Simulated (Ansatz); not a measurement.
# CH2BF2+: single points off equilibrium

One table from this session's results is given with a row withheld; the runs are named, their logs left out.

Program: Ansatz 0.2.0, Gaussian basis. Level of theory: single points in def2-TZVPP. These are calculated values, not measurements.

Cores are frozen in the correlated methods.

1 further run of the same task is left out (it didn't finish).

## Starting geometry

SMILES `[CH2+]B(F)F`, 6 atoms, charge 1, spin multiplicity 1.

Atoms are counted from 1 here; the program's logs count them from 0.

Bond lengths: C1–B2 1.624 Å, C1–H5 1.105 Å, C1–H6 1.128 Å, B2–F3 1.294 Å, B2–F4 1.275 Å. Angles: B2–C1–H5 120.7°, B2–C1–H6 121.6°, H5–C1–H6 117.1°, C1–B2–F3 115.8°, C1–B2–F4 118.2°, F3–B2–F4 125.7°.

Geometry (Å):

```xyz
6
charge 1, multiplicity 1
C    -0.3176    0.7221   -0.1508
B     0.3055   -0.7533    0.1175
F    -0.3015   -1.4673    1.0095
F     1.3922   -1.0654   -0.4726
H     0.2870    1.5093   -0.6365
H    -1.3097    1.0328    0.2860
```

Set-up of the first run:

File run/in.yaml:

```yaml
crystal:
  periodic: [false, false, false]
  atoms:
    - {symbol: C, position_ang: [-0.317640, 0.722124, -0.150820]}
    - {symbol: B, position_ang: [0.305480, -0.753283, 0.117484]}
    - {symbol: F, position_ang: [-0.301529, -1.467285, 1.009513]}
    - {symbol: F, position_ang: [1.392241, -1.065366, -0.472581]}
    - {symbol: H, position_ang: [0.286967, 1.509280, -0.636543]}
    - {symbol: H, position_ang: [-1.309709, 1.032751, 0.285954]}
basis:
  gaussian: {orbitals: def2-TZVPP}
total_charge: 1
hamiltonian: {xc: pbe, dispersion: d4}
output: {forces: true}
```

The run is started by

```console
$ ansatz run in.yaml --threads 2 --pin off --events-out ev --progress --plain --max-ram 3481MiB
```

Among the steps run: PBE-D4/def2-TZVPP; r2SCAN-D4/def2-TZVPP; PBE0-D4/def2-TZVPP; wB97M-V/def2-TZVPP; CCSD(T)/def2-TZVPP.

One table of the session follows, with a row left open; its other results are not shown here.

| method | RMS force component (eV/Å) | angle to CCSD(T) forces (°) |
| --- | --- | --- |
| PBE-D4 | ? | ? |
| r2SCAN-D4 | 0.471 | 14.9 |
| PBE0-D4 | 0.475 | 8.7 |
| wB97M-V | 0.527 | 4.3 |
| CCSD(T) | 0.547 | reference |

Estimate the missing values for PBE-D4.

The run gave: RMS force component (eV/Å): 0.523; angle to CCSD(T) forces (°): 41.9. In the column «RMS force component (eV/Å)» it lies between PBE0-D4 (0.475) and wB97M-V (0.527).
